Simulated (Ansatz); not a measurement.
**C₃H₂F₄O: geometry at several levels**

The task, for C₃H₂F₄O: geometry at several levels.

Method: the levels named in each step, in Ansatz 0.2.0.

## 1. Starting point

Bond lengths: F1–C2 1.341 Å, C2–O3 1.366 Å, C2–C4 1.469 Å, O3–C4 1.401 Å, C4–C5 1.521 Å, C5–F6 1.339 Å, C5–F7 1.342 Å, C5–F8 1.325 Å, C2–H9 1.086 Å, C4–H10 1.087 Å. Angles (14 of 19 angles, heavy atoms first): F1–C2–O3 117.2°, F1–C2–C4 119.1°, O3–C2–C4 59.1°, C2–O3–C4 64.1°, C2–C4–O3 56.8°, C2–C4–C5 120.9°, O3–C4–C5 117.3°, C4–C5–F6 110.5°, C4–C5–F7 110.5°, C4–C5–F8 113.9°, F6–C5–F7 106.4°, F6–C5–F8 107.6°, F7–C5–F8 107.7°, F1–C2–H9 111.0°.

Structure file:

```xyz
10

F     1.5677    0.2519    1.3994
C     1.7081   -0.3765    0.2226
O     0.9774   -1.5142    0.0314
C     0.5784   -0.3980   -0.7157
C    -0.7508    0.2464   -0.3526
F    -1.7228   -0.1951   -1.1612
F    -0.6905    1.5764   -0.5242
F    -1.1338    0.0180    0.8948
H     2.7416   -0.3526   -0.1105
H     0.7509   -0.4404   -1.7880
```

## 2. A rough first relaxation, PBE-D4/def2-SVP

Input file input.yaml:

```yaml
crystal:
  periodic: [false, false, false]
  atoms:
    - { symbol: F, position_ang: [1.56772, 0.25191, 1.39944] }
    - { symbol: C, position_ang: [1.70812, -0.37651, 0.22263] }
    - { symbol: O, position_ang: [0.97743, -1.51418, 0.03144] }
    - { symbol: C, position_ang: [0.57841, -0.39797, -0.71568] }
    - { symbol: C, position_ang: [-0.75081, 0.24637, -0.35258] }
    - { symbol: F, position_ang: [-1.72282, -0.19513, -1.16122] }
    - { symbol: F, position_ang: [-0.69045, 1.57636, -0.5242] }
    - { symbol: F, position_ang: [-1.13376, 0.01795, 0.89483] }
    - { symbol: H, position_ang: [2.7416, -0.35263, -0.11046] }
    - { symbol: H, position_ang: [0.75085, -0.44036, -1.78796] }
basis:
  gaussian: { orbitals: def2-SVP }
hamiltonian:
  xc: pbe
  dispersion: d4
relax:
  f_tol: 0.03
  max_steps: 200
```

Run with:

```bash
> ansatz run input.yaml --threads 4 --pin off --max-ram 10240MiB --backend cpu --events-out ev --progress --plain --runs-dir out
```

Further steps of the session: Relaxation, HF/STO-3G; Relaxation, HF/6-31G*; Relaxation, LDA/def2-SVP; Relaxation, PBE-D4/def2-SVP.

**Question.** What will these runs give? Wanted: F1–C2 at PBE-D4/def2-SVP; C2–O3 at PBE-D4/def2-SVP; C2–C4 at PBE-D4/def2-SVP.

**Answer**, as computed:

| quantity | value |
| --- | --- |
| F1–C2 at PBE-D4/def2-SVP | 1.353 Å |
| C2–O3 at PBE-D4/def2-SVP | 1.393 Å |
| C2–C4 at PBE-D4/def2-SVP | 1.472 Å |

**Reading.** The F–C distance spreads over 0.034 Å, from HF/6-31G* (shortest) to HF/STO-3G.
